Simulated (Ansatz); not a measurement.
# GaAs (triplet): wave-function methods side by side, cc-pVTZ

How much of the correlation energy of GaAs (triplet) does each wave-function method recover here?

Method: cc-pVTZ, core rule «outside noble gas», up to 28 orbitals frozen; program: Ansatz 0.2.0, Gaussian basis.

To be run: UHF; CCSD(T) on ROHF; CCSD(T) on UHF; BCCD(T) on ROHF; CISD as a restricted active space (open shells left free, so some higher excitations enter); CCSDT(Q) on ROHF; CCSDT(Q) on UHF; CASSCF and MRCISD+Q, 8 electrons in 8 orbitals; CASSCF and NEVPT4(SD), 8 electrons in 8 orbitals; CASSCF and NEVPT2, 8 electrons in 8 orbitals.

6 further runs of the same task are left out: 2 for a known fault of the program, 4 set aside as unsound or not needed. Runs told in other sessions of the task aren't counted.

## (1) The system

The geometry is a PBE0/def2-TZVP stationary point (not a proven minimum) of the parent state, kept for this charge and spin. No spin-orbit coupling is included. The filled d shell of Ga, As may be among the frozen orbitals whatever the setting's name suggests.

2 atoms, charge 0, spin multiplicity 3.

Atoms are counted from 1 here; the program's logs count them from 0.

Bond lengths: Ga1–As2 2.172 Å.

## (2) UHF

The input, in.yaml:

```yaml
crystal:
  periodic: [false, false, false]
  atoms:
    - {symbol: Ga, position_ang: [0.000000, 0.000000, 0.000000]}
    - {symbol: As, position_ang: [0.000000, 0.000000, 2.171900]}
basis:
  gaussian: {orbitals: cc-pVTZ}
magnetization: {spin_polarized: true, initial_magnetization: 2}
hamiltonian: {xc: hf}
output: {orbitals: {seedname: orbitals}}
```

Command:

```sh
$ ansatz run in.yaml --threads 1 --pin off --events-out ev --progress --plain --max-ram 2816MiB --backend cpu
```

Further steps of the session: CCSD(T) on ROHF; CCSD(T) on UHF; BCCD(T) on ROHF; CISD as a restricted active space (open shells left free, so some higher excitations enter); CCSDT(Q) on ROHF; CCSDT(Q) on UHF; CASSCF and MRCISD+Q, 8 electrons in 8 orbitals; CASSCF and NEVPT4(SD), 8 electrons in 8 orbitals; CASSCF and NEVPT2, 8 electrons in 8 orbitals.

Before running them: what should the planned runs give, taken together? Wanted: UCCSDT(Q) from the RHF energy; RMP2 from UCCSDT(Q); UMP2 from UCCSDT(Q); RCCSD from UCCSDT(Q); RCCSD(T) from UCCSDT(Q); UCCSD(T) from UCCSDT(Q); RCCSDT(Q) from UCCSDT(Q); NEVPT2 valence from UCCSDT(Q); NEVPT4(SD) valence from UCCSDT(Q).

The runs gave:

```
                         quantity                                        value
    UCCSDT(Q) from the ROHF energy                                   -5.1743 eV
              RMP2 from UCCSDT(Q)                                   +889.6 meV
              UMP2 from UCCSDT(Q)                                   +956.0 meV
             RCCSD from UCCSDT(Q)                                   +345.9 meV
          RCCSD(T) from UCCSDT(Q)                                    +65.6 meV
          UCCSD(T) from UCCSDT(Q)                                    +57.3 meV
         RCCSDT(Q) from UCCSDT(Q)                                    +13.2 meV
    NEVPT2 valence from UCCSDT(Q)                                   +792.5 meV
NEVPT4(SD) valence from UCCSDT(Q)                                   +101.1 meV
  MRCISD+Q valence from UCCSDT(Q)                                    +37.4 meV
levels within 1 kcal/mol (43 meV)  RCCSDT, UCCSDT, RCCSDT(Q), MRCISD+Q valence
                    T1 diagnostic                                        0.029
   effectively unpaired electrons                                         2.04
```

RCCSD(T) misses by +65.6 meV, 1.3 % of the correlation energy. One determinant dominates. Of the multireference levels listed MRCISD+Q valence comes nearest in total energy (+37.4 meV), which doesn't show that its space is the better one. These misses are within one basis, not against nature; the frozen cores of restricted and unrestricted runs differ, which can shift their rows.
